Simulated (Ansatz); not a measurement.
# Zn (hcp type): the cost of one run

Program: Ansatz 0.2.0. Level of theory: DFT LDA, with the methods named in each step. These are calculated values, not measurements.

### 1 Starting point

It takes space group P6_3/mmc (No. 194, hexagonal). Conventional cell: a = 2.575 Å, b = 2.575 Å, c = 4.711 Å, α = 90.00°, β = 90.00°, γ = 120.00°. Zn (site symmetry -6m2) has 12 Zn at 2.57 to 2.79 Å as nearest neighbours.

As a file:

```cif
data_structure
_symmetry_space_group_name_H-M 'P6_3/mmc'
_symmetry_Int_Tables_number 194
_cell_length_a 2.5749
_cell_length_b 2.5749
_cell_length_c 4.7112
_cell_angle_alpha 90.000
_cell_angle_beta 90.000
_cell_angle_gamma 120.000
_cell_volume 27.05
loop_
_atom_site_label
_atom_site_type_symbol
_atom_site_symmetry_multiplicity
_atom_site_Wyckoff_symbol
_atom_site_fract_x
_atom_site_fract_y
_atom_site_fract_z
_atom_site_occupancy
Zn1 Zn 2 d 0.33333 0.66667 0.75000 1
```

The file gives the conventional cell by its symmetry; the runs use the cell typed in the input.

Atoms are numbered in the order of the input: Zn1, Zn2, Zn3, Zn4.

### 2 Bulk in the slab's orientation, LAPW

Contents of input.yaml:

```yaml
crystal:
  lattice:
    - [-1.287446326, 2.2299224487, 0.0]
    - [0.0, 0.0, 4.7112279034]
    - [3.8623389781, 2.2299224487, 0.0]
  atoms:
    - { symbol: Zn, position: [0.5, 0.25, 0.166666667] }
    - { symbol: Zn, position: [0.0, 0.25, 0.666666667] }
    - { symbol: Zn, position: [0.0, 0.75, 0.333333333] }
    - { symbol: Zn, position: [0.5, 0.75, 0.833333333] }
kpoints:
  mp_grid: { grid: [14, 8, 8] }
scf:
  occupations: { method: fermi_dirac, width: 0.08 }
hamiltonian:
  xc: lda
  pseudopotentials: { kind: all_electron, lapw: { basis_error: 0.001 } }
output:
  forces: true
  stress: true
  eigenvalues: true
```

The run is started by

```console
$ ansatz run input.yaml --threads 2 --pin off --max-ram 4096MiB --backend cpu --events-out ev --progress --plain --runs-dir out
```

Q: Estimate wall time and peak memory on 2 threads of Intel Xeon Platinum 8375C at 2.90GHz (Ice Lake), shared host.

About 61 s, with a peak of 1.2 GiB.
